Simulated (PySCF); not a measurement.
# C4H6F2O: the cost of one run

Programs: PySCF 2.14.0, with density-fitted response routines of our own. Each step states its level of theory. These are calculated values for one molecule in the gas phase, unless marked as measured. Atoms count from 0, in the outputs and in this text.

### Step 1. Starting geometry

13 atoms, charge 0, multiplicity 1; geometry from: GFN2-xTB. The atoms were then displaced at random by about 0.01 Å, so the start is not that level's minimum.

Bonds of the start (Å): F0–C1 1.38, C1–F2 1.34, C1–C3 1.50, C3–C4 1.54, C4–C5 1.52, C5–O6 1.44, O6–C3 1.44, C1–H7 1.10, C3–H8 1.09, C4–H9 1.10, C4–H10 1.09, C5–H11 1.10, C5–H12 1.12.

### Step 2. Geometry optimisation at PBE0-D3(BJ)/def2-SVP

The job: settings as JSON, then the geometry in Å.

```
{"job": {"xc": "PBE0", "basis": "def2-SVP", "d3": "d3bj", "grid": 1, "shake": 0.01, "kind": "geom"}, "charge": 0, "multiplicity": 1}
F      1.601070    -1.390090    -0.037340
C      1.468290    -0.208770    -0.730210
F      2.526590     0.541890    -0.381310
C      0.208630     0.540040    -0.407250
C     -0.424670     0.302650     0.979000
C     -1.560910    -0.380480     0.228950
O     -0.936870    -0.076130    -1.030200
H      1.563680    -0.429940    -1.806130
H      0.305030     1.586770    -0.695220
H     -0.705090     1.215360     1.523650
H      0.156300    -0.335450     1.648710
H     -1.623000    -1.463890     0.387860
H     -2.573230     0.081150     0.309170
```

Started as:

```bash
$ OMP_NUM_THREADS=1 python probes_run.py task.json out
```

The driver reads the jobs from task.json and runs them one after another.

**Question.** How long does this first job take on 1 thread of Arm Neoverse V1, shared host, and how much memory does it need?

About 62 s, with a peak of 0.51 GiB.
